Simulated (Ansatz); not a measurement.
The system is LiMo.

```xyz
2
Lattice="2.6735 0.0000 0.0000 -1.3367 2.3153 0.0000 0.0000 0.0000 5.0047" Properties=species:S:1:pos:R:3 pbc="T T T"
Li    0.0000    0.0000    0.0000
Mo    0.0000    1.5435    2.5024
```

The cell was built by a generator and needn't be a form met in nature.

Base run:

* Program: Ansatz 0.2.0
* Functional: LDA
* Potentials or basis: Ansatz PAW
* Cutoff: 420 eV (not typed: the program's choice for these potentials)
* k mesh: 11 × 11 × 6
* Occupations: fermi-dirac, width 0.05 eV
* Spin: no spin polarisation

Its results: band gap on the k mesh none (metal or under the smearing width); pressure -5.6 GPa.

The run is repeated on the same cell with these changes: functional from LDA to revPBE. What comes out?

Band gap on the k mesh none (metal or under the smearing width); pressure 2.7 GPa.

revPBE binds less tightly than LDA, so the same cell stands under more pressure.

Caveats: the PAW data sets come from PBE, with cores solved anew for the run's functional, which leaves a small shift of forces and pressure.
